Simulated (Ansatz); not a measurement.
# Ca4Br: the cost of one run

Program: Ansatz 0.2.0. Level of theory: DFT PBE, scalar-relativistic, plane waves, PAW. These are calculated values, not measurements.

### 1 The structure to begin with

The structure is trigonal, space group R-3m (No. 166). Conventional cell: a = 5.510 Å, b = 5.510 Å, c = 14.339 Å, α = 90.00°, β = 90.00°, γ = 120.00°. Ca (site symmetry 2/m) has 6 Ca at 2.76 Å and 2 Br at 2.87 Å in its first shell of neighbours. Ca (site symmetry -3m) is surrounded by 6 Ca at 2.76 Å. Br (site symmetry -3m) is surrounded by 6 Ca at 2.87 Å.

Coordinates:

```xyz
5
Lattice="2.7552 1.5907 4.7797 -2.7552 1.5907 4.7797 0.0000 -3.1815 4.7797" Properties=species:S:1:pos:R:3 pbc="T T T"
Ca    0.0000    1.5907    4.7797
Ca   -1.3776   -0.7954    4.7797
Ca    1.3776   -0.7954    4.7797
Ca    0.0000    0.0000    0.0000
Br    0.0000    0.0000    7.1696
```

A structure generator made this guess: random cell by space group and Wyckoff sites (R-3m, No. 166). Lengths come from tabulated atomic sizes and are only a guess.

### 2 A first look at the guess

input.yaml reads:

```yaml
crystal:
  lattice:
    - [2.7552436, 1.59074063, 4.77972639]
    - [-2.7552436, 1.59074063, 4.77972639]
    - [0.0, -3.18148126, 4.77972639]
  atoms:
    - { symbol: Ca, position: [0.5, 0.5, 0.0] }
    - { symbol: Ca, position: [0.0, 0.5, 0.5] }
    - { symbol: Ca, position: [0.5, 0.0, 0.5] }
    - { symbol: Ca, position: [0.0, 0.0, 0.0] }
    - { symbol: Br, position: [0.5, 0.5, 0.5] }
basis:
  ecutwfc: 420
kpoints:
  mp_grid: { grid: [6, 6, 6] }
hamiltonian:
  xc: pbe
scf:
  occupations: { method: gaussian, width: 0.1 }
  lower_state_search: "off"
output:
  forces: true
  stress: true
  eigenvalues: true
```

Launch:

```bash
> ansatz run input.yaml --threads 1 --pin off --max-ram 2560MiB --backend cpu --events-out ev --progress --plain --runs-dir out
```

Q: Estimate wall time and peak memory on 1 thread of Intel Xeon at 2.70GHz, shared host.

About 6.3 s, with a peak of 0.43 GiB.
